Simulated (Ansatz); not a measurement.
Crystal: Ba2Tl5V3O12.

```
CELL_PARAMETERS angstrom
6.54548 0.00000 0.00000
0.00000 6.54548 0.00000
0.00000 0.00000 13.57484
ATOMIC_POSITIONS crystal
Ba 0.50000 0.00000 0.56322
Ba 0.00000 0.50000 0.43678
V 0.00000 0.00000 0.50000
V 0.00000 0.00000 0.00000
V 0.50000 0.50000 0.50000
Tl 0.50000 0.00000 0.02980
Tl 0.00000 0.50000 0.68840
Tl 0.00000 0.50000 0.97020
Tl 0.50000 0.00000 0.31160
Tl 0.50000 0.50000 0.00000
O 0.81622 0.88853 0.42632
O 0.88853 0.18378 0.57368
O 0.11147 0.81622 0.57368
O 0.18378 0.11147 0.42632
O 0.82276 0.85849 0.93300
O 0.85849 0.17724 0.06700
O 0.14151 0.82276 0.06700
O 0.17724 0.14151 0.93300
O 0.68323 0.61113 0.57410
O 0.61113 0.31677 0.42590
O 0.38887 0.68323 0.42590
O 0.31677 0.38887 0.57410
```

The cell was built by a generator and needn't be a form met in nature.

* Program: Ansatz 0.2.0
* Task: relaxation of cell and atoms
* Functional: PBEsol
* Potentials or basis: Ansatz PAW
* Cutoff: 420 eV (not typed: the program's choice for these potentials)
* k mesh: 3 × 3 × 2
* Occupations: fermi-dirac, width 0.05 eV
* Spin: collinear spin, ferromagnetic start
* Starting moments: [0.0, 0.0, 2.0, 2.0, 2.0, 0.0, 0.0, 0.0, 0.0, 0.0, 0.0, 0.0, 0.0, 0.0, 0.0, 0.0, 0.0, 0.0, 0.0, 0.0, 0.0, 0.0] μB

At the start: volume 26.44 Å³/atom.

**Question.** Where does the relaxation end?

**Answer.** It ends after 15 steps and the volume is 23.43 Å³/atom (-11.4 %); space group P-4 (No. 81, to 0.05 Å); moment 0.00 μB per cell.

The path:
```
step  energy change (eV)  largest force (eV/Å)  volume (Å³)
   1              0.0000                0.3542       581.59
   2             -0.2294                0.3213       548.08
   3             -0.2690                0.0338       545.27
   4             -0.2739                0.0254       543.16
   5             -0.2813                0.0136       539.65
   6             -0.2300                0.0139       539.65
   7             -0.2604                0.0130       527.54
   8             -0.2632                0.0061       526.17
   9             -0.2439                0.0060       526.17
  10             -0.2581                0.0115       519.77
  11             -0.2589                0.0056       519.41
  12             -0.2462                0.0058       519.41
  13             -0.2522                0.0021       516.71
  14             -0.2548                0.0020       515.40
  15             -0.2489                0.0019       515.40
```

Final structure:
```
Ba V Tl O
1.0
     6.43407    0.00000    0.00000
     0.00000    6.43407    0.00000
     0.00000    0.00000   12.45007
Ba V Tl O
2 3 5 12
Cartesian
  3.2170 0.0000 7.0954
  0.0000 3.2170 5.3547
  0.0000 0.0000 6.2250
  0.0000 0.0000 0.0000
  3.2170 3.2170 6.2250
  3.2170 0.0000 0.2767
  0.0000 3.2170 8.7137
  0.0000 3.2170 12.1734
  3.2170 0.0000 3.7364
  3.2170 3.2170 0.0000
  5.2298 5.7162 5.2393
  5.7162 1.2043 7.2108
  0.7179 5.2298 7.2108
  1.2043 0.7179 5.2393
  5.3115 5.4854 11.5410
  5.4854 1.1226 0.9091
  0.9487 5.3115 0.9091
  1.1226 0.9487 11.5410
  4.4168 3.9309 7.2189
  3.9309 2.0173 5.2312
  2.5031 4.4168 5.2312
  2.0173 2.5031 7.2189
```

Caveat: the plane-wave basis is chosen anew once the cell has moved, so the energies of steps on either side of that aren't comparable; the pressure holds a Pulay correction of +0.3 GPa for the finite cutoff; the PAW data sets come from PBE, with cores solved anew for the run's functional, which leaves a small shift of forces and pressure; the starting moments weren't kept.
